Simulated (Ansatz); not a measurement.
# C2H5BTe: basis-set convergence

An exercise on one series of results from a longer session: the logs are not shown, and one member is left open.

Computed with Ansatz 0.2.0, Gaussian basis. Level: one geometry, several basis sets.

The runs, in order: PBE0-D4/def2-SVP; ωB97M-V/def2-SVP; PBE0-D4/def2-QZVPP; ωB97M-V/def2-QZVPP; the functionals' def2-TZVPP values are taken from earlier runs.

### The geometry

An earlier PBE0-D4 in a triple-zeta def2 set relaxation fixed the geometry. Te takes the def2 core potential; no spin-orbit term is included.

SMILES `CC1B[Te]1`, 9 atoms, charge 0, spin multiplicity 1.

Atoms are counted from 1 here; the program's logs count them from 0.

Bond lengths: C1–C2 1.505 Å, C1–H5 1.092 Å, C1–H6 1.091 Å, C1–H7 1.097 Å, C2–B3 1.519 Å, C2–Te4 2.255 Å, C2–H8 1.088 Å, B3–Te4 2.093 Å, B3–H9 1.184 Å. Angles: C2–C1–H5 112.0°, C2–C1–H6 111.7°, C2–C1–H7 109.1°, H5–C1–H6 108.3°, H5–C1–H7 107.8°, H6–C1–H7 107.9°, C1–C2–B3 123.8°, C1–C2–Te4 117.7°, C1–C2–H8 114.0°, B3–C2–Te4 63.9°, B3–C2–H8 117.7°, Te4–C2–H8 108.2°, C2–B3–Te4 75.4°, C2–B3–H9 144.9°, Te4–B3–H9 139.6°, C2–Te4–B3 40.7°.

The first run:

Input file in.yaml:

```yaml
crystal:
  periodic: [false, false, false]
  atoms:
    - {symbol: C, position_ang: [0.197077, 0.800381, -0.804059]}
    - {symbol: C, position_ang: [0.201456, -0.505134, -0.055475]}
    - {symbol: B, position_ang: [-0.172436, -0.640089, 1.410322]}
    - {symbol: Te, position_ang: [-1.788730, -1.474230, 0.374487]}
    - {symbol: H, position_ang: [-0.027039, 0.662538, -1.863678]}
    - {symbol: H, position_ang: [-0.529243, 1.500565, -0.388921]}
    - {symbol: H, position_ang: [1.190123, 1.259490, -0.728902]}
    - {symbol: H, position_ang: [0.861574, -1.258416, -0.481517]}
    - {symbol: H, position_ang: [0.155717, -0.391405, 2.520843]}
basis:
  gaussian: {orbitals: def2-SVP}
hamiltonian: {xc: pbe0, dispersion: d4}
output: {orbitals: {seedname: orbitals}}
```

Launch:

```
$ ansatz run in.yaml --threads 2 --pin off --events-out ev --progress --plain --max-ram 4352MiB
```

Among the steps run: PBE0-D4 in def2-SVP; ωB97M-V in def2-SVP; PBE0-D4 in def2-QZVPP; ωB97M-V in def2-QZVPP.

One table of the session follows, with a row left open; its other results are not shown here.

It belongs to the step «Functionals by basis». 

| functional | basis | HOMO (eV) | LUMO (eV) |
| --- | --- | --- | --- |
| PBE0-D4 | def2-SVP | -6.46 | -1.51 |
| PBE0-D4 | def2-TZVPP | -6.52 | -1.61 |
| PBE0-D4 | def2-QZVPP | -6.52 | -1.62 |
| ωB97M-V | def2-SVP | -8.44 | 0.45 |
| ωB97M-V | def2-TZVPP | -8.52 | 0.27 |
| ωB97M-V | def2-QZVPP | ? | ? |

Q: Estimate the row for ωB97M-V, def2-QZVPP from the others.

**Answer.** HOMO (eV): -8.53; LUMO (eV): 0.22. In the column «HOMO (eV)» it is the lowest.
